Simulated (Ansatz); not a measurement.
# Ti3Al3Cl: the cost of one run

Method: DFT PBE, scalar-relativistic, plane waves, PAW, in Ansatz 0.2.0.

4 further runs of the same task are left out: 4 set aside as unsound or not needed. Runs told in other sessions of the task aren't counted.

**1. The structure to begin with**

Symmetry: Pm, No. 6, monoclinic system. The conventional cell has a = 4.958 Å, b = 2.822 Å, c = 20.187 Å, α = 90.00°, β = 90.00°, γ = 90.00°. Around Ti (site symmetry m) lie 3 Ti at 2.78 to 2.82 Å and 6 Al at 2.84 to 2.85 Å. Al (site symmetry m) has 3 Al at 2.77 to 2.82 Å and 6 Ti at 2.85 to 2.86 Å in its first shell of neighbours. Ti (site symmetry m) is surrounded by 4 Ti at 2.74 to 2.82 Å and 8 Al at 2.84 to 2.91 Å. Around Al (site symmetry m) lie 4 Al at 2.77 to 2.87 Å and 8 Ti at 2.80 to 2.86 Å. Ti (site symmetry m) has 3 Ti at 2.74 to 2.82 Å and 6 Al at 2.80 to 2.87 Å and 2 Cl at 3.10 to 3.12 Å in its first shell of neighbours. Al (site symmetry m) is surrounded by 2 Cl at 2.23 Å. Around Cl (site symmetry m) lie 2 Al at 2.23 Å and 2 Ti at 3.10 to 3.12 Å.

Structure file:

```xyz
7
Lattice="2.8219 0.0000 0.0000 0.0000 4.9580 0.0000 0.0000 0.0000 20.1872" Properties=species:S:1:pos:R:3 pbc="T T T"
Ti    0.0000    1.6061    4.0000
Al    1.4109    4.0851    4.0000
Ti    0.0000    3.1615    6.3056
Al    1.4109    0.6950    6.2848
Ti    0.0000    4.7572    8.5305
Al    1.4109    2.2635    8.6872
Cl    2.8219    2.2635   10.4127
```

This is the geometry of the first run shown, built on a cell relaxed beforehand with the same method.

**2. The scan**

Atoms count from 1 in the order of the input.

Cl is moved over the surface cell; relaxed at each place: the height of the adsorbate's atoms; substrate rigid; the origin of the map has the adsorbate above Al6.

First coordinate, position of Cl7 along the first surface vector, from above Al6: 6 values from 0.000 to 0.833, periodic. Second coordinate, position of Cl7 along the second surface vector, from above Al6: 6 values from 0.000 to 0.833, periodic.

Relaxed at each point: the height of the adsorbate's atoms; substrate rigid. Points are written as (first, second).

The two vectors of the plane (Å): (2.822, 0.000, 0.000); (0.000, 4.958, 0.000).

**3. Point (3/6, 0/6) of the map's two axes**

input.yaml

```yaml
crystal:
  lattice:
    - [2.8218574242, 0.0, 0.0]
    - [0.0, 4.9580382206, 0.0]
    - [0.0, 0.0, 20.1871503802]
  atoms:
    - { symbol: Ti, position: [0.0, 0.32392942, 0.1981458465] }
    - { symbol: Al, position: [0.5, 0.82392942, 0.1981458465] }
    - { symbol: Ti, position: [0.0, 0.637647225, 0.3123548609] }
    - { symbol: Al, position: [0.5, 0.1401678736, 0.311326679] }
    - { symbol: Ti, position: [0.0, 0.9594831214, 0.4225709853] }
    - { symbol: Al, position: [0.5, 0.4565330415, 0.4303306914] }
    - { symbol: Cl, position: [1.0, 0.4565330415, 0.5158082557] }
basis:
  ecutwfc: 420
kpoints:
  mp_grid: { grid: [9, 6, 1] }
hamiltonian:
  xc: pbe
  pseudopotentials: { kind: paw, azcp: { folder: soft_1 } }
scf:
  occupations: { method: gaussian, width: 0.1 }
output:
  forces: true
  eigenvalues: true
relax:
  adjacent_minimum: "off"
  f_tol: 0.025
  max_steps: 16
  constraints: [{ sites: [0, 1, 2, 3, 4, 5] }, { sites: [6], fix: xy }]
efield:
  axis: 3
  dipole_correction: true
  ramp_width: 0.04
```

Started as:

```console
$ ansatz run input.yaml --threads 1 --pin off --max-ram 3072MiB --backend cpu --events-out ev --progress --plain --runs-dir out
```

What time and memory should one allow on 1 thread of Intel Xeon 6975P-C (Granite Rapids), shared host?

About 47 s, with a peak of 0.55 GiB.
